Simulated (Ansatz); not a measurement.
# TaRu: energy and stress against strain

The task, for TaRu: strain the cell along the Voigt pattern (0, 0, 0, 0, 0, 1).

Method: DFT PBEsol, scalar-relativistic, plane waves, PAW, in Ansatz 0.2.0.

## (1) The starting structure

It takes space group Pm-3m (No. 221, cubic). Conventional cell: a = 3.187 Å, b = 3.187 Å, c = 3.187 Å, α = 90.00°, β = 90.00°, γ = 90.00°. Around Ta (site symmetry m-3m) lie 8 Ru at 2.76 Å. Ru (site symmetry m-3m) is surrounded by 8 Ta at 2.76 Å.

As a file:

```
CELL_PARAMETERS angstrom
3.18700 0.00000 0.00000
0.00000 3.18700 0.00000
0.00000 0.00000 3.18700
ATOMIC_POSITIONS crystal
Ta 0.50000 0.50000 0.50000
Ru 0.00000 0.00000 0.00000
```

The cell is taken as given, not relaxed at this level.

## (2) The reference cell

Reference values: F = -15623.4839 eV; pressure -10.98 GPa; largest force 0.000 eV/Å; gap on the mesh none (metal). It was computed beforehand with the settings of the runs below.

## (3) Next: energy and stress against strain

The cell is strained by ε times the Voigt pattern (0, 0, 0, 0, 0, 1) (xx, yy, zz, yz, xz, xy; engineering shear), with fractional coordinates fixed (clamped ions). The stress on the pattern is the sum of the stress components weighted by it, tension positive.

## (4) At ε = -0.0600

Contents of input.yaml:

```yaml
crystal:
  lattice:
    - [3.187, -0.09561, 0.0]
    - [-0.09561, 3.187, 0.0]
    - [0.0, 0.0, 3.187]
  atoms:
    - { symbol: Ta, position: [0.5, 0.5, 0.5] }
    - { symbol: Ru, position: [0.0, 0.0, 0.0] }
basis:
  ecutwfc: 420
kpoints:
  mp_grid: { grid: [16, 16, 16] }
hamiltonian:
  xc: pbesol
scf:
  occupations: { method: gaussian, width: 0.15 }
output:
  forces: true
  stress: true
  eigenvalues: true
  write_density: true
  write_potential: true
  elf: true
  volumetric_format: npy
```

Started as:

```
ansatz run input.yaml --threads 1 --pin off --max-ram 2560MiB --backend cpu --events-out ev --progress --plain --runs-dir out
```

## (5) Point ε = 0.0450

Edit input.yaml of step 4 so:

```diff
@@ -2,4 +2,4 @@
   lattice:
-    - [3.187, -0.09561, 0.0]
-    - [-0.09561, 3.187, 0.0]
+    - [3.187, 0.0717075, 0.0]
+    - [0.0717075, 3.187, 0.0]
     - [0.0, 0.0, 3.187]
@@ -20,5 +20 @@
   eigenvalues: true
-  write_density: true
-  write_potential: true
-  elf: true
-  volumetric_format: npy
```

## (6) Point ε = -0.0300

Edit input.yaml of step 5 so:

```diff
@@ -2,4 +2,4 @@
   lattice:
-    - [3.187, 0.0717075, 0.0]
-    - [0.0717075, 3.187, 0.0]
+    - [3.187, -0.047805, 0.0]
+    - [-0.047805, 3.187, 0.0]
     - [0.0, 0.0, 3.187]
```

## (7) At ε = 0.0150

Edit input.yaml of step 6 so:

```diff
@@ -2,4 +2,4 @@
   lattice:
-    - [3.187, -0.047805, 0.0]
-    - [-0.047805, 3.187, 0.0]
+    - [3.187, 0.0239025, 0.0]
+    - [0.0239025, 3.187, 0.0]
     - [0.0, 0.0, 3.187]
```

## (8) At ε = 0.0525

Edit input.yaml of step 7 so:

```diff
@@ -2,4 +2,4 @@
   lattice:
-    - [3.187, 0.0239025, 0.0]
-    - [0.0239025, 3.187, 0.0]
+    - [3.187, 0.08365875, 0.0]
+    - [0.08365875, 3.187, 0.0]
     - [0.0, 0.0, 3.187]
```

## (9) ε = 0.0375

Edit input.yaml of step 8 so:

```diff
@@ -2,4 +2,4 @@
   lattice:
-    - [3.187, 0.08365875, 0.0]
-    - [0.08365875, 3.187, 0.0]
+    - [3.187, 0.05975625, 0.0]
+    - [0.05975625, 3.187, 0.0]
     - [0.0, 0.0, 3.187]
```

## (10) ε = 0.0225

Edit input.yaml of step 9 so:

```diff
@@ -2,4 +2,4 @@
   lattice:
-    - [3.187, 0.05975625, 0.0]
-    - [0.05975625, 3.187, 0.0]
+    - [3.187, 0.03585375, 0.0]
+    - [0.03585375, 3.187, 0.0]
     - [0.0, 0.0, 3.187]
```

## (11) At ε = 0.0075

Edit input.yaml of step 10 so:

```diff
@@ -2,4 +2,4 @@
   lattice:
-    - [3.187, 0.03585375, 0.0]
-    - [0.03585375, 3.187, 0.0]
+    - [3.187, 0.01195125, 0.0]
+    - [0.01195125, 3.187, 0.0]
     - [0.0, 0.0, 3.187]
```

(Steps that only read results are left out.)

Q: Predict the outcome of this session. Wanted: slope of the stress at ε = 0, from the points at -0.0300, 0 and 0.0075.

**Answer**, as computed:

| quantity | value |
| --- | --- |
| slope of the stress at ε = 0, from the points at -0.0300, 0 and 0.0075 | 73 GPa |

What this shows: The slope of the stress at zero strain, 73 GPa, estimates C66 with clamped ions in this Cartesian frame; letting the atoms relax could not make it stiffer. The step is wide, so higher orders mix in. The reference stands under -11.0 GPa, so this is no zero-stress constant. No sampled point lies below the undisturbed cell. The runs treat Ta without spin-orbit coupling.
